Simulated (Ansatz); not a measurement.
**Ag+ with HF: superposition error and deformation**

Aim: split the binding of a pair into the counterpoise interaction, the basis-set superposition error and the cost of deforming the fragments.

Method: PBE0-D4 structures, single points in def2-TZVPPD; program: Ansatz 0.2.0, Gaussian basis.

Levels: PBE-D4, revPBE-D4, BLYP-D4, r2SCAN-D4, B97M-V, PBE0-D4, B3LYP-D4, HSE06-D4, wB97X-V, wB97M-V, B2PLYP, Hartree-Fock, MP2, CCSD, CCSD(T).

Correlated methods freeze the cores. Filled d shells of the heavier atoms are correlated. Core potentials replace the inner electrons past krypton, and spin-orbit coupling is left out. B3LYP uses VWN-RPA correlation. B2PLYP carries no dispersion term here.

129 further runs of the same task are left out: 129 set aside as unsound or not needed.

## 1. Where the work starts

The relaxed pair: 3 atoms, charge 1, spin multiplicity 1.

Atoms are counted from 1 here; the program's logs count them from 0.

Bond lengths: Ag1–F2 2.337 Å, F2–H3 0.930 Å. Angles: Ag1–F2–H3 147.2°.

Geometry (Å):

```
Ag    0.00205   -0.01764   -1.82653
F     0.04616   -0.20516    0.50291
H    -0.04821    0.22269    1.32362
```

Atoms 1 to 1 are fragment A (Ag+), the rest fragment B (HF). From earlier runs, pair energy (eV) and counterpoise interaction (kcal/mol):

```csv
method,E(pair),interaction
PBE-D4,-6724.31264,-17.25
revPBE-D4,-6727.47735,-15.25
BLYP-D4,-6725.57827,-17.04
r2SCAN-D4,-6726.81889,-18.75
B97M-V,-6725.43595,-17.72
PBE0-D4,-6724.12510,-16.52
B3LYP-D4,-6728.28019,-16.90
HSE06-D4,-6723.99501,-16.49
wB97X-V,-6725.28195,-16.33
wB97M-V,-6724.48321,-16.34
B2PLYP,-6723.18389,-15.93
MP2,-6717.47134,-15.08
CCSD(T),-6717.43406,-14.78
```

First each fragment is run alone in its own basis, frozen in the shape it has in the pair (a, b).

## 2. wB97X-V/def2-TZVPPD

a/in.yaml reads:

```yaml
crystal:
  periodic: [false, false, false]
  atoms:
    - {symbol: Ag, position_ang: [0.002047, -0.017636, -1.826529]}
basis:
  gaussian: {orbitals: "def2-TZVPPD.json"}
total_charge: 1
hamiltonian: {xc: {name: wB97X-V}}
```

b/in.yaml reads:

```yaml
crystal:
  periodic: [false, false, false]
  atoms:
    - {symbol: F, position_ang: [0.046162, -0.205155, 0.502908]}
    - {symbol: H, position_ang: [-0.048209, 0.222690, 1.323621]}
basis:
  gaussian: {orbitals: "def2-TZVPPD.json"}
hamiltonian: {xc: {name: wB97X-V}}
```

The basis file named in the input lies beside it (Basis Set Exchange, JSON).

Each run has its own folder and the same command.

Command:

```bash
$ ansatz run in.yaml --threads 2 --pin off --events-out ev --progress --plain --max-ram 5222MiB
```

Output in a:

```text
Functional definition: wB97X-V
  name "wB97X-V"
  cite "Mardirossian & Head-Gordon, Phys. Chem. Chem. Phys. 16, 9904 (2014) doi:10.1039/C3CP54374A"
  cite "Becke, J. Chem. Phys. 107, 8554 (1997) doi:10.1063/1.475007"
  cite "Vydrov & Van Voorhis, J. Chem. Phys. 133, 244103 (2010) doi:10.1063/1.3521275"
  parameter omega = 0.3/bohr
  parameter cx = 0.167
  parameter cx1 = 0.603
  parameter cx2 = 1.194
  parameter css0 = 0.556
  parameter css1 = -0.257
  parameter cos0 = 1.219
  parameter cos1 = -1.850
  parameter b = 6.0
  parameter c = 0.01
  exchange = spin_sum(e_x_unif_sr(omega)*poly(b97_u_x, 1 - cx, cx1, cx2)) + cx*exact_x_sr(omega) + exact_x_lr(omega)
  correlation = spin_sum(e_c_pw_same_spin*poly(b97_u_same, css0, css1))
      + integral(e_c_pw_opposite_spin*poly(b97_u_opposite, cos0, cos1)) + vv10(b, c)
362 factors; their error is unknown
69 factors; integrals over basis functions are off by at most 2.3e-5 eV
mean field evaluation 1: about -3982.2798 eV, gradient 8.4e1 eV
mean field evaluation 2: about -3981.8097 eV, gradient 9.2e1 eV
mean field evaluation 4: about -3990.9912 eV, gradient 3.4e-1 eV
mean field evaluation 8: about -3991.0098 eV, gradient 1.8e-4 eV
mean field -3991.00975581 eV, -146.6669033224 hartree, gradient 1.9e-5 eV, S^2 0.000000; 0 other end points of the search recorded, 0 dependent functions left out
reference -3991.00975513 eV, -146.6669032973 hartree; 9, 9 occupied and 47, 47 virtual orbitals, 362 factors
Total energy: -3991.00975513 eV, -146.6669032973 hartree
```

Output in b, shortened:

```text
[... 5 set-up lines as earlier in the session ...]
[...]
      + integral(e_c_pw_opposite_spin*poly(b97_u_opposite, cos0, cos1)) + vv10(b, c)
256 factors; their error is unknown
78 factors; integrals over basis functions are off by at most 2.5e-5 eV
[...]
mean field -2733.56174213 eV, -100.4565411484 hartree, gradient 1.2e-5 eV, S^2 0.000000; 0 other end points of the search recorded, 0 dependent functions left out
reference -2733.56174030 eV, -100.4565410812 hartree; 5, 5 occupied and 52, 52 virtual orbitals, 256 factors
Total energy: -2733.56174030 eV, -100.4565410812 hartree
```

Wall times: 0.8 s (a), 0.45 s (b) on 2 threads of Arm Neoverse V2, shared host.

## 3. wB97M-V/def2-TZVPPD

Each input of step 2 (a, b) changes in the same lines:

```diff
-hamiltonian: {xc: {name: wB97X-V}}
+hamiltonian: {xc: {name: wB97M-V}}
```

Each run has its own folder and the same command.

Command:

```bash
$ ansatz run in.yaml --threads 2 --pin off --events-out ev --progress --plain --max-ram 5222MiB
```

Log of a, shortened:

```text
Functional definition: wB97M-V
  name "wB97M-V"
  cite "Mardirossian & Head-Gordon, J. Chem. Phys. 144, 214110 (2016) doi:10.1063/1.4952647"
[... 2 set-up lines as earlier in the session ...]
  # Of w^i u^j: cxij and so on, Table III.
[...]
  gx(w, u) = 1 - cx + cx01*u + cx10*w
  gss(w, u) = css00 + css04*u^4 + css10*w + css20*w^2 + css43*w^4*u^3
  gos(w, u) = cos00 + cos10*w + (cos20 + cos21*u)*w^2 + (cos60 + cos61*u)*w^6
[...]
      + integral(e_c_pw_mod_opposite_spin*gos(b97_w_opposite, b97_u_opposite)) + vv10(b, c)
357 factors; their error is unknown
69 factors; integrals over basis functions are off by at most 2.3e-5 eV
[...]
mean field -3990.02301799 eV, -146.6306413764 hartree, gradient 1.7e-5 eV, S^2 0.000000; 0 other end points of the search recorded, 0 dependent functions left out
reference -3990.02303441 eV, -146.6306419796 hartree; 9, 9 occupied and 47, 47 virtual orbitals, 357 factors
Total energy: -3990.02303441 eV, -146.6306419796 hartree
```

Log of b, shortened:

```text
[... 5 set-up lines as earlier in the session ...]
  # Of w^i u^j: cxij and so on, Table III.
[...]
  gx(w, u) = 1 - cx + cx01*u + cx10*w
  gss(w, u) = css00 + css04*u^4 + css10*w + css20*w^2 + css43*w^4*u^3
  gos(w, u) = cos00 + cos10*w + (cos20 + cos21*u)*w^2 + (cos60 + cos61*u)*w^6
[...]
      + integral(e_c_pw_mod_opposite_spin*gos(b97_w_opposite, b97_u_opposite)) + vv10(b, c)
256 factors; their error is unknown
78 factors; integrals over basis functions are off by at most 2.5e-5 eV
[...]
mean field -2733.74915625 eV, -100.4634284905 hartree, gradient 6.5e-5 eV, S^2 0.000000; 0 other end points of the search recorded, 0 dependent functions left out
reference -2733.74920101 eV, -100.4634301352 hartree; 5, 5 occupied and 52, 52 virtual orbitals, 256 factors
Total energy: -2733.74920101 eV, -100.4634301352 hartree
```

They took 1.1 s (a), 0.45 s (b) on 2 threads of Arm Neoverse V2, shared host.

## 4. B2PLYP/def2-TZVPPD

Each input of step 3 (a, b) changes in the same lines:

```diff
-hamiltonian: {xc: {name: wB97M-V}}
+hamiltonian: {xc: {name: B2PLYP}}
```

One command serves all of them, each in its own folder.

Command:

```bash
$ ansatz run in.yaml --threads 2 --pin off --events-out ev --progress --plain --max-ram 5222MiB
```

Log of a:

```text
Functional definition: B2PLYP
  name "B2PLYP"
  cite "Grimme, J. Chem. Phys. 124, 034108 (2006) doi:10.1063/1.2148954"
  cite "Becke, Phys. Rev. A 38, 3098 (1988) doi:10.1103/PhysRevA.38.3098"
  cite "Lee, Yang & Parr, Phys. Rev. B 37, 785 (1988) doi:10.1103/PhysRevB.37.785"
  parameter a = 0.53
  parameter c = 0.27
  exchange = (1 - a)*b88_x + a*exact_x
  correlation = (1 - c)*lyp_c + c*(mp2_os + mp2_ss)
395 factors; integrals over basis functions are off by at most 2.0e-4 eV
mean field evaluation 1: about -3975.9144 eV, gradient 8.2e1 eV
mean field evaluation 2: about -3975.9140 eV, gradient 8.2e1 eV
mean field evaluation 4: about -3984.2346 eV, gradient 8.3e-1 eV
mean field evaluation 8: about -3984.2332 eV, gradient 1.1e-2 eV
mean field -3984.23320043 eV, -146.4178695057 hartree, gradient 5.3e-6 eV, S^2 0.000000; 0 other end points of the search recorded, 0 dependent functions left out
reference -3984.23326793 eV, -146.4178719862 hartree; 9, 9 occupied and 47, 47 virtual orbitals, 395 factors
second order -18.96427897 eV of doubles, -0.00000000 eV of singles
Total energy: -3989.35362325 eV, -146.6060415735 hartree
```

Log of b, shortened:

```text
[... 5 set-up lines as earlier in the session ...]
[...]
352 factors; integrals over basis functions are off by at most 1.2e-3 eV
[...]
mean field -2730.76388256 eV, -100.3537217058 hartree, gradient 3.3e-6 eV, S^2 0.000000; 0 other end points of the search recorded, 0 dependent functions left out
1 core orbitals not correlated: weight in the atoms' cores, before any rotation towards them, 1.000 or more for the frozen orbitals, at most 0.000 for the correlated occupied ones
reference -2730.76398854 eV, -100.3537256004 hartree; 4, 4 occupied and 52, 52 virtual orbitals, 352 factors
second order -8.73262336 eV of doubles, -0.00000000 eV of singles
Total energy: -2733.12179684 eV, -100.4403734575 hartree
```

Wall times: 0.6 s (a), 0.25 s (b) on 2 threads of Arm Neoverse V2, shared host.

## 5. B97M-V/def2-TZVPPD

The same edit goes into each in.yaml of step 4 (a, b):

```diff
-hamiltonian: {xc: {name: B2PLYP}}
+hamiltonian: {xc: {name: B97M-V}}
```

The same command starts each run, in its folder.

Command:

```bash
$ ansatz run in.yaml --threads 2 --pin off --events-out ev --progress --plain --max-ram 5222MiB
```

Output in a, shortened:

```text
Functional definition: B97M-V
  name "B97M-V"
  cite "Mardirossian & Head-Gordon, J. Chem. Phys. 142, 074111 (2015) doi:10.1063/1.4907719"
[... 2 set-up lines as earlier in the session ...]
  # Of w^i u^j: cxij and so on, Table III.
[...]
  gx(w, u) = cx00 + cx01*u + cx02*u^2 + (cx10 + cx11*u)*w
  gss(w, u) = css00 + css02*u^2 + css10*w + (css32*w^3 + css42*w^4)*u^2
  gos(w, u) = cos00 + cos01*u + cos03*u^3 + cos10*w + cos32*w^3*u^2
[...]
      + integral(e_c_pw_mod_opposite_spin*gos(b97_w_opposite, b97_u_opposite)) + vv10(b, c)
344 factors; their error is unknown
[...]
mean field -3991.21138221 eV, -146.6743129561 hartree, gradient 4.7e-6 eV, S^2 0.000000; 0 other end points of the search recorded, 0 dependent functions left out
reference -3991.21140216 eV, -146.6743136891 hartree; 9, 9 occupied and 47, 47 virtual orbitals, 344 factors
Total energy: -3991.21140216 eV, -146.6743136891 hartree
```

b printed, shortened:

```text
[... 5 set-up lines as earlier in the session ...]
  # Of w^i u^j: cxij and so on, Table III.
[...]
  gx(w, u) = cx00 + cx01*u + cx02*u^2 + (cx10 + cx11*u)*w
  gss(w, u) = css00 + css02*u^2 + css10*w + (css32*w^3 + css42*w^4)*u^2
  gos(w, u) = cos00 + cos01*u + cos03*u^3 + cos10*w + cos32*w^3*u^2
[...]
      + integral(e_c_pw_mod_opposite_spin*gos(b97_w_opposite, b97_u_opposite)) + vv10(b, c)
256 factors; their error is unknown
[...]
mean field -2733.45390036 eV, -100.4525780367 hartree, gradient 3.6e-5 eV, S^2 0.000000; 0 other end points of the search recorded, 0 dependent functions left out
reference -2733.45395511 eV, -100.4525800487 hartree; 5, 5 occupied and 52, 52 virtual orbitals, 256 factors
Total energy: -2733.45395511 eV, -100.4525800487 hartree
```

Times: 0.95 s (a), 0.45 s (b) on 2 threads of Arm Neoverse V2, shared host.

## 6. CCSD(T)/def2-TZVPPD

The same edit goes into each in.yaml of step 5 (a, b):

```diff
-hamiltonian: {xc: {name: B97M-V}}
+correlation: {method: ccsd_t}
```

One command serves all of them, each in its own folder.

Command:

```bash
$ ansatz run in.yaml --threads 2 --pin off --events-out ev --progress --plain --max-ram 5222MiB
```

Output in a, shortened:

```text
Functional definition: HF
  name "HF"
  cite "Fock, Z. Phys. 61, 126 (1930) doi:10.1007/BF01340294"
  parent pbe
[...]
395 factors; integrals over basis functions are off by at most 2.0e-4 eV
[...]
mean field -3969.68647865 eV, -145.8832873401 hartree, gradient 2.5e-7 eV, S^2 0.000000; 0 other end points of the search recorded, 0 dependent functions left out
reference -3969.68647865 eV, -145.8832873401 hartree; 9, 9 occupied and 47, 47 virtual orbitals, 395 factors
second order -16.71325402 eV of doubles, -0.00000000 eV of singles
cycle   1  -15.76527841 eV  change    9.5e-1 eV  update   5.8e-2
[...]
cycle   6  -16.05026467 eV  change   -5.4e-6 eV  update   2.0e-5
perturbative correction -0.39627891 eV, -0.0145629813 hartree
Total energy: -3986.13302223 eV, -146.4876866689 hartree
```

b printed, shortened:

```text
[... 4 set-up lines as earlier in the session ...]
[...]
352 factors; integrals over basis functions are off by at most 1.2e-3 eV
[...]
mean field -2722.92208725 eV, -100.0655410435 hartree, gradient 1.7e-6 eV, S^2 0.000000; 0 other end points of the search recorded, 0 dependent functions left out
1 core orbitals not correlated: weight in the atoms' cores, before any rotation towards them, 1.000 or more for the frozen orbitals, at most 0.000 for the correlated occupied ones
reference -2722.92208725 eV, -100.0655410435 hartree; 4, 4 occupied and 52, 52 virtual orbitals, 352 factors
second order -7.44880501 eV of doubles, -0.00000000 eV of singles
cycle   1  -7.35246942 eV  change    9.6e-2 eV  update   4.7e-2
[...]
cycle   9  -7.50123449 eV  change    1.9e-6 eV  update   1.5e-6
perturbative correction -0.18643487 eV, -0.0068513551 hartree
Total energy: -2730.60975660 eV, -100.3480576815 hartree
```

Times: 0.4 s (a), 0.25 s (b) on 2 threads of Arm Neoverse V2, shared host.

## 7. Relaxing HF alone

relax-b/in.yaml reads:

```yaml
crystal:
  periodic: [false, false, false]
  atoms:
    - {symbol: F, position_ang: [0.046162, -0.205155, 0.502908]}
    - {symbol: H, position_ang: [-0.048209, 0.222690, 1.323621]}
basis:
  gaussian: {orbitals: def2-TZVP}
hamiltonian: {xc: pbe0, dispersion: d4}
relax: {f_tol: 0.005, max_steps: 200}
```

Command:

```bash
$ ansatz run in.yaml --threads 2 --pin off --events-out ev --progress --plain --max-ram 5222MiB
```

The log of the run, shortened:

```text
Functional definition: PBE0
  name "PBE0"
  cite "Adamo & Barone, J. Chem. Phys. 110, 6158 (1999) doi:10.1063/1.478522"
  cite "Perdew, Burke & Ernzerhof, Phys. Rev. Lett. 77, 3865 (1996) doi:10.1103/PhysRevLett.77.3865"
[... 1 set-up line as earlier in the session ...]
[...]
200 factors; their error is unknown
[...]
mean field -2731.79856503 eV, -100.3917455854 hartree, gradient 6.9e-6 eV, S^2 0.000000; 0 other end points of the search recorded, 0 dependent functions left out
[...]
reference -2731.79857362 eV, -100.3917459011 hartree; 5, 5 occupied and 32, 32 virtual orbitals, 200 factors
relax step   1: F+E_penalty+E_count = -2731.80008170 eV  Δ(F+E_penalty+E_count) = +0.000e0 eV  max|allowed force component| = 5.307e-1 eV/Å  Δτ_max = 0.0000 Å  (21 SCF iters, accepted)
[...]
relax step   2: F+E_penalty+E_count = -2731.80307784 eV  Δ(F+E_penalty+E_count) = -2.996e-3 eV  max|allowed force component| = 1.125e-1 eV/Å  Δτ_max = 0.0041 Å  (25 SCF iters, accepted)
[...]
relax step   3: F+E_penalty+E_count = -2731.80321316 eV  Δ(F+E_penalty+E_count) = -1.353e-4 eV  max|allowed force component| = 3.044e-3 eV/Å  Δτ_max = 0.0011 Å  (25 SCF iters, accepted)
200 factors; their error is unknown
[...]
mean field -2731.80169989 eV, -100.3918607892 hartree, gradient 2.5e-5 eV, S^2 0.000000; 1 other end points of the search recorded, 0 dependent functions left out
[...]
reference -2731.80170832 eV, -100.3918610992 hartree; 5, 5 occupied and 32, 32 virtual orbitals, 200 factors
Total energy: -2731.80322160 eV, -100.3919167111 hartree
Atom 0 at     0.045638    -0.202777     0.507469 Å, force     0.000350    -0.001587    -0.003044 eV/Å
Atom 1 at    -0.047685     0.220312     1.319060 Å, force    -0.000350     0.001587     0.003044 eV/Å
Dipole moment:    -0.040657     0.184323     0.353578 e Å
```

Run time: 0.5 s. Hardware: 2 threads of Arm Neoverse V2, shared host.

Relaxation path:

```
step  energy from step 1 (eV)  largest force component (eV/Å)
   1                   0.0000                          0.5307
   2                  -0.0030                          0.1125
   3                  -0.0031                          0.0030
```

The bond:

```
 bond  before (Å)  after (Å)  change (Å)
F1–H2       0.930      0.920      -0.010
```

## 8. PBE-D4/def2-TZVPPD

free-b/in.yaml reads:

```yaml
crystal:
  periodic: [false, false, false]
  atoms:
    - {symbol: F, position_ang: [0.045638, -0.202777, 0.507469]}
    - {symbol: H, position_ang: [-0.047685, 0.220312, 1.319060]}
basis:
  gaussian: {orbitals: "def2-TZVPPD.json"}
hamiltonian: {xc: pbe, dispersion: d4}
```

Command:

```bash
$ ansatz run in.yaml --threads 2 --pin off --events-out ev --progress --plain --max-ram 5222MiB
```

The log of the run:

```text
Functional definition: PBE
  name "PBE"
[... 2 set-up lines as earlier in the session ...]
  parameter kappa = 0.804
  parameter beta = 0.06672455060314922
  exchange = pbe_x(kappa = kappa, mu = beta*pi^2/3)
  correlation = pbe_c(beta = beta)
256 factors; their error is unknown
mean field evaluation 1: about -2730.2438 eV, gradient 3.5e1 eV
mean field evaluation 2: about -2724.0989 eV, gradient 7.5e1 eV
mean field evaluation 4: about -2731.9304 eV, gradient 4.9e-1 eV
mean field evaluation 8: about -2731.9296 eV, gradient 1.2e-1 eV
mean field -2731.92959996 eV, -100.3965610303 hartree, gradient 3.7e-5 eV, S^2 0.000000; 0 other end points of the search recorded, 0 dependent functions left out
reference -2731.92963768 eV, -100.3965624162 hartree; 5, 5 occupied and 52, 52 virtual orbitals, 256 factors
Total energy: -2731.93153154 eV, -100.3966320145 hartree
```

Wall time 0.15 s (2 threads of Arm Neoverse V2, shared host).

## 9. r2SCAN-D4/def2-TZVPPD

free-b/in.yaml: that of step 8 with these lines changed.

```diff
@@ -7,2 +7,2 @@
   gaussian: {orbitals: "def2-TZVPPD.json"}
-hamiltonian: {xc: pbe, dispersion: d4}
+hamiltonian: {xc: r2scan, dispersion: d4}
```

Command:

```bash
$ ansatz run in.yaml --threads 2 --pin off --events-out ev --progress --plain --max-ram 5222MiB
```

The log of the run:

```text
Functional definition: r2SCAN
  name "r2SCAN"
  cite "Furness, Kaplan, Ning, Perdew & Sun, J. Phys. Chem. Lett. 11, 8208 (2020) doi:10.1021/acs.jpclett.0c02405"
  cite "Furness, Kaplan, Ning, Perdew & Sun, J. Phys. Chem. Lett. 11, 9248 (2020) doi:10.1021/acs.jpclett.0c03077"
  parent r2scan
  parameter k0 = 0.174
  parameter k1 = 0.065
  parameter a1 = 4.9479
  exchange = r2scan_x(k0 = k0, k1 = k1, a1 = a1)
  correlation = r2scan_c
256 factors; their error is unknown
mean field evaluation 1: about -2731.8204 eV, gradient 3.4e1 eV
mean field evaluation 2: about -2728.6346 eV, gradient 5.9e1 eV
mean field evaluation 4: about -2733.3503 eV, gradient 3.6e-1 eV
mean field evaluation 8: about -2733.3494 eV, gradient 1.2e-3 eV
mean field -2733.34937364 eV, -100.4487367505 hartree, gradient 7.1e-6 eV, S^2 0.000000; 0 other end points of the search recorded, 0 dependent functions left out
reference -2733.34938674 eV, -100.4487372318 hartree; 5, 5 occupied and 52, 52 virtual orbitals, 256 factors
Total energy: -2733.34984427 eV, -100.4487540457 hartree
```

Wall time 0.45 s (2 threads of Arm Neoverse V2, shared host).

## 10. PBE0-D4/def2-TZVPPD

free-b/in.yaml: that of step 9 with these lines changed.

```diff
@@ -7,2 +7,3 @@
   gaussian: {orbitals: "def2-TZVPPD.json"}
-hamiltonian: {xc: r2scan, dispersion: d4}
+hamiltonian: {xc: pbe0, dispersion: d4}
+output: {orbitals: {seedname: orbitals}}
```

Command:

```bash
$ ansatz run in.yaml --threads 2 --pin off --events-out ev --progress --plain --max-ram 5222MiB
```

The log of the run, shortened:

```text
[... 5 set-up lines as earlier in the session ...]
  parameter a = 0.25
[... 2 set-up lines as earlier in the session ...]
  exchange = (1 - a)*pbe_x(kappa = kappa, mu = beta*pi^2/3) + a*exact_x
[... 1 set-up line as earlier in the session ...]
256 factors; their error is unknown
mean field evaluation 1: about -2730.5267 eV, gradient 3.2e1 eV
mean field evaluation 2: about -2728.8043 eV, gradient 4.9e1 eV
mean field evaluation 4: about -2731.9118 eV, gradient 1.4e-1 eV
mean field evaluation 8: about -2731.9214 eV, gradient 9.0e-3 eV
mean field -2731.92136847 eV, -100.3962585286 hartree, gradient 2.9e-5 eV, S^2 0.000000; 0 other end points of the search recorded, 0 dependent functions left out
reference -2731.92139660 eV, -100.3962595623 hartree; 5, 5 occupied and 52, 52 virtual orbitals, 256 factors
Total energy: -2731.92290988 eV, -100.3963151742 hartree
```

It took 0.15 s on 2 threads of Arm Neoverse V2, shared host.

## 11. B3LYP-D4/def2-TZVPPD

free-b/in.yaml: that of step 10 with these lines changed.

```diff
@@ -7,3 +7,2 @@
   gaussian: {orbitals: "def2-TZVPPD.json"}
-hamiltonian: {xc: pbe0, dispersion: d4}
-output: {orbitals: {seedname: orbitals}}
+hamiltonian: {xc: {name: B3LYP}, dispersion: d4}
```

Command:

```bash
$ ansatz run in.yaml --threads 2 --pin off --events-out ev --progress --plain --max-ram 5222MiB
```

The log of the run:

```text
Functional definition: B3LYP
  name "B3LYP"
  cite "Stephens, Devlin, Chabalowski & Frisch, J. Phys. Chem. 98, 11623 (1994) doi:10.1021/j100096a001"
[... 2 set-up lines as earlier in the session ...]
  cite "Vosko, Wilk & Nusair, Can. J. Phys. 58, 1200 (1980) doi:10.1139/p80-159"
  parameter a0 = 0.2
  parameter ax = 0.72
  parameter ac = 0.81
  exchange = (1 - a0 - ax)*slater_x + ax*b88_x + a0*exact_x
  correlation = (1 - ac)*vwn_rpa_c + ac*lyp_c
256 factors; their error is unknown
mean field evaluation 1: about -2733.0324 eV, gradient 3.4e1 eV
mean field evaluation 2: about -2730.2166 eV, gradient 5.8e1 eV
mean field evaluation 4: about -2734.6060 eV, gradient 1.8e-1 eV
mean field evaluation 8: about -2734.6134 eV, gradient 7.0e-4 eV
mean field -2734.61341665 eV, -100.4951894743 hartree, gradient 8.3e-5 eV, S^2 0.000000; 0 other end points of the search recorded, 0 dependent functions left out
reference -2734.61359192 eV, -100.4951959153 hartree; 5, 5 occupied and 52, 52 virtual orbitals, 256 factors
Total energy: -2734.61658160 eV, -100.4953057840 hartree
```

Wall time 0.2 s (2 threads of Arm Neoverse V2, shared host).

## 12. wB97X-V/def2-TZVPPD

free-b/in.yaml: that of step 11 with these lines changed.

```diff
@@ -7,2 +7,2 @@
   gaussian: {orbitals: "def2-TZVPPD.json"}
-hamiltonian: {xc: {name: B3LYP}, dispersion: d4}
+hamiltonian: {xc: {name: wB97X-V}}
```

Command:

```bash
$ ansatz run in.yaml --threads 2 --pin off --events-out ev --progress --plain --max-ram 5222MiB
```

The log of the run, shortened:

```text
[... 5 set-up lines as earlier in the session ...]
[...]
      + integral(e_c_pw_opposite_spin*poly(b97_u_opposite, cos0, cos1)) + vv10(b, c)
256 factors; their error is unknown
78 factors; integrals over basis functions are off by at most 2.5e-5 eV
[...]
mean field -2733.56425713 eV, -100.4566335731 hartree, gradient 1.3e-5 eV, S^2 0.000000; 0 other end points of the search recorded, 0 dependent functions left out
reference -2733.56425530 eV, -100.4566335059 hartree; 5, 5 occupied and 52, 52 virtual orbitals, 256 factors
Total energy: -2733.56425530 eV, -100.4566335059 hartree
```

It took 0.45 s on 2 threads of Arm Neoverse V2, shared host.

(Part 1 of 2 ends here.)
